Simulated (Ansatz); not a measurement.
# Si: the cost of one run

All numbers below are computed with Ansatz 0.2.0 (DFT PBE+D3(BJ), plane waves, PAW, scalar-relativistic, no spin polarisation).

### Step 1. The system as given

The cell holds 63 atoms (Si63): a = 10.860 Å, b = 10.860 Å, c = 10.860 Å, α = 90.00°, β = 90.00°, γ = 90.00°.

Its coordinates follow in the input file.

### Step 2. Relaxing end A

File input.yaml:

```yaml
crystal:
  lattice:
    - [10.86, 0.0, 0.0]
    - [0.0, 10.86, 0.0]
    - [0.0, 0.0, 10.86]
  atoms:
    - { symbol: Si, position: [0.5008037, -0.0023962, -0.0002479] }
    - { symbol: Si, position: [0.6297216, 0.1275134, 0.1294509] }
    - { symbol: Si, position: [0.7475229, 0.2461261, -0.0005878] }
    - { symbol: Si, position: [0.8707911, 0.3744814, 0.1238391] }
    - { symbol: Si, position: [0.7463202, 0.0038652, 0.2532053] }
    - { symbol: Si, position: [0.8771171, 0.1230796, 0.3778696] }
    - { symbol: Si, position: [-0.0057077, 0.0012244, -0.0030009] }
    - { symbol: Si, position: [0.1209688, 0.1253489, 0.1199967] }
    - { symbol: Si, position: [0.2514786, 0.2460951, 9.5e-06] }
    - { symbol: Si, position: [0.375361, 0.3749684, 0.1245626] }
    - { symbol: Si, position: [0.4928074, 0.5001809, 0.0006549] }
    - { symbol: Si, position: [0.6236546, 0.6256694, 0.1293278] }
    - { symbol: Si, position: [0.7526645, 0.7561974, -0.0047299] }
    - { symbol: Si, position: [0.8763974, 0.8738336, 0.1263012] }
    - { symbol: Si, position: [0.2504734, 0.0038872, 0.2523458] }
    - { symbol: Si, position: [0.3718993, 0.1207552, 0.3732921] }
    - { symbol: Si, position: [0.4974862, 0.2428204, 0.2528535] }
    - { symbol: Si, position: [0.6286527, 0.3718033, 0.3756904] }
    - { symbol: Si, position: [0.7485856, 0.4999835, 0.2508961] }
    - { symbol: Si, position: [0.8777908, 0.628085, 0.3727438] }
    - { symbol: Si, position: [0.5013577, -0.0035886, 0.5003187] }
    - { symbol: Si, position: [0.6244184, 0.1292969, 0.6261867] }
    - { symbol: Si, position: [0.7498181, 0.2518945, 0.5031364] }
    - { symbol: Si, position: [0.8741528, 0.3766164, 0.6273966] }
    - { symbol: Si, position: [0.750955, -0.0003999, 0.7513595] }
    - { symbol: Si, position: [0.8745288, 0.1281684, 0.8702977] }
    - { symbol: Si, position: [0.0024725, 0.498118, 0.0028951] }
    - { symbol: Si, position: [0.2536352, 0.7523687, 0.0004434] }
    - { symbol: Si, position: [0.3730784, 0.8808419, 0.121469] }
    - { symbol: Si, position: [0.0016008, 0.2489052, 0.2469928] }
    - { symbol: Si, position: [0.1311551, 0.3821522, 0.3710635] }
    - { symbol: Si, position: [0.2464529, 0.4966655, 0.2499479] }
    - { symbol: Si, position: [0.3736324, 0.6241384, 0.3752997] }
    - { symbol: Si, position: [0.4991149, 0.7473264, 0.2499687] }
    - { symbol: Si, position: [0.6253664, 0.8739783, 0.3720147] }
    - { symbol: Si, position: [-0.0011442, 0.0017953, 0.5038791] }
    - { symbol: Si, position: [0.1307146, 0.1233591, 0.6283684] }
    - { symbol: Si, position: [0.2472397, 0.2508481, 0.500017] }
    - { symbol: Si, position: [0.3745309, 0.377604, 0.6242649] }
    - { symbol: Si, position: [0.4970858, 0.4993309, 0.5029075] }
    - { symbol: Si, position: [0.6273122, 0.6236664, 0.6306986] }
    - { symbol: Si, position: [0.7498029, 0.7453143, 0.5027019] }
    - { symbol: Si, position: [0.8753809, 0.87706, 0.629057] }
    - { symbol: Si, position: [0.2500495, 0.0021934, 0.7512458] }
    - { symbol: Si, position: [0.3749076, 0.1223294, 0.8777241] }
    - { symbol: Si, position: [0.497328, 0.2476667, 0.749151] }
    - { symbol: Si, position: [0.6272162, 0.3786031, 0.8769237] }
    - { symbol: Si, position: [0.7517639, 0.4991211, 0.7515573] }
    - { symbol: Si, position: [0.8735826, 0.625786, 0.8742115] }
    - { symbol: Si, position: [6.26e-05, 0.7498588, 0.2520997] }
    - { symbol: Si, position: [0.1252697, 0.870781, 0.3763334] }
    - { symbol: Si, position: [0.0045308, 0.4939143, 0.4993572] }
    - { symbol: Si, position: [0.1241082, 0.6265275, 0.6222207] }
    - { symbol: Si, position: [0.2503408, 0.7501968, 0.5001142] }
    - { symbol: Si, position: [0.3779713, 0.8762817, 0.6234219] }
    - { symbol: Si, position: [-0.0029894, 0.2526654, 0.7520875] }
    - { symbol: Si, position: [0.1289589, 0.3750385, 0.8714254] }
    - { symbol: Si, position: [0.2567817, 0.4996372, 0.7522395] }
    - { symbol: Si, position: [0.3747922, 0.625484, 0.8707566] }
    - { symbol: Si, position: [0.5006648, 0.7569839, 0.7527966] }
    - { symbol: Si, position: [0.6255467, 0.8742657, 0.8738266] }
    - { symbol: Si, position: [0.0010464, 0.7506879, 0.7494418] }
    - { symbol: Si, position: [0.1229917, 0.873974, 0.8757431] }
basis:
  ecutwfc: 420.0
kpoints:
  mp_grid: { grid: [1, 1, 1] }
hamiltonian:
  xc: pbe
  dispersion: d3bj
  pseudopotentials: { kind: paw, azcp: { folder: soft_1 } }
scf:
  occupations: { method: gaussian, width: 0.02 }
  lower_state_search: "off"
relax:
  f_tol: 0.03
  max_steps: 60
  adjacent_minimum: "off"
output:
  write_density: true
  write_potential: true
  elf: true
  volumetric_format: npy
```

Run with:

```
> ansatz run input.yaml --threads 4 --pin off --max-ram 10240MiB --backend cpu --events-out ev --progress --plain --runs-dir out
```

What time and memory should one allow on 4 threads of Intel Xeon Platinum 8488C (Sapphire Rapids), shared host?

About 38 s, with a peak of 1.2 GiB.
